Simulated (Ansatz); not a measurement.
**CH3ClF2MoOS: basis-set convergence**

An exercise on one series of results from a longer session: the logs are not shown, and one member is left open.

Computed with Ansatz 0.2.0, Gaussian basis. Level: one geometry, several basis sets.

The runs, in order: PBE0-D4/def2-SVP; ωB97M-V/def2-SVP; PBE0-D4/def2-QZVPP; ωB97M-V/def2-QZVPP; the functionals' def2-TZVPP values are taken from earlier runs.

### Structure used throughout

An earlier PBE0-D4 in a triple-zeta def2 set relaxation fixed the geometry. Mo takes the def2 core potential; no spin-orbit term is included.

SMILES `C[O][Mo]([F])([F])(=[S])[Cl]`, 10 atoms, charge 0, spin multiplicity 1.

Atoms are counted from 1 here; the program's logs count them from 0.

Bond lengths: C1–O2 1.397 Å, C1–H8 1.096 Å, C1–H9 1.091 Å, C1–H10 1.094 Å, O2–Mo3 1.822 Å, Mo3–F4 1.855 Å, Mo3–F5 1.845 Å, Mo3–S6 2.073 Å, Mo3–Cl7 2.300 Å. Angles: O2–C1–H8 108.6°, O2–C1–H9 108.6°, O2–C1–H10 110.3°, H8–C1–H9 109.9°, H8–C1–H10 109.6°, H9–C1–H10 109.8°, C1–O2–Mo3 140.5°, O2–Mo3–F4 89.1°, O2–Mo3–F5 152.0°, O2–Mo3–S6 103.8°, O2–Mo3–Cl7 86.3°, F4–Mo3–F5 83.9°, F4–Mo3–S6 108.7°, F4–Mo3–Cl7 144.3°, F5–Mo3–S6 104.1°, F5–Mo3–Cl7 83.8°, S6–Mo3–Cl7 106.8°.

Coordinates:

```
C     0.44002   -1.67410    0.08528
O    -0.19201   -0.50486    0.51400
Mo   -0.44670    1.22478    0.00156
F    -1.97191    0.69921   -0.91482
F    -0.39671    2.57563   -1.25466
S    -1.01912    2.18003    1.74985
Cl    1.84587    1.36979   -0.11392
H     1.49868   -1.45438   -0.09465
H     0.34525   -2.42890    0.86786
H    -0.02036   -2.03840   -0.83749
```

Set-up of the first run:

Input file in.yaml:

```yaml
crystal:
  periodic: [false, false, false]
  atoms:
    - {symbol: C, position_ang: [0.440022, -1.674098, 0.085275]}
    - {symbol: O, position_ang: [-0.192013, -0.504855, 0.513998]}
    - {symbol: Mo, position_ang: [-0.446703, 1.224781, 0.001557]}
    - {symbol: F, position_ang: [-1.971912, 0.699211, -0.914816]}
    - {symbol: F, position_ang: [-0.396710, 2.575631, -1.254659]}
    - {symbol: S, position_ang: [-1.019123, 2.180026, 1.749845]}
    - {symbol: Cl, position_ang: [1.845875, 1.369793, -0.113923]}
    - {symbol: H, position_ang: [1.498679, -1.454378, -0.094646]}
    - {symbol: H, position_ang: [0.345247, -2.428905, 0.867865]}
    - {symbol: H, position_ang: [-0.020362, -2.038404, -0.837495]}
basis:
  gaussian: {orbitals: def2-SVP}
hamiltonian: {xc: pbe0, dispersion: d4}
output: {orbitals: {seedname: orbitals}}
```

Started as:

```sh
ansatz run in.yaml --threads 4 --pin off --events-out ev --progress --plain --max-ram 11315MiB
```

Among the steps run: PBE0-D4 in def2-SVP; ωB97M-V in def2-SVP; PBE0-D4 in def2-QZVPP; ωB97M-V in def2-QZVPP.

One table of the session follows, with a row left open; its other results are not shown here.

It belongs to the step «Functionals by basis». 

| functional | basis | HOMO (eV) | LUMO (eV) |
| --- | --- | --- | --- |
| PBE0-D4 | def2-SVP | -8.61 | -3.85 |
| PBE0-D4 | def2-TZVPP | ? | ? |
| PBE0-D4 | def2-QZVPP | -8.59 | -3.78 |
| ωB97M-V | def2-SVP | -10.73 | -1.69 |
| ωB97M-V | def2-TZVPP | -10.75 | -1.66 |
| ωB97M-V | def2-QZVPP | -10.75 | -1.66 |

**Question.** Estimate the row for PBE0-D4, def2-TZVPP.

**Answer.** HOMO (eV): -8.59; LUMO (eV): -3.79.
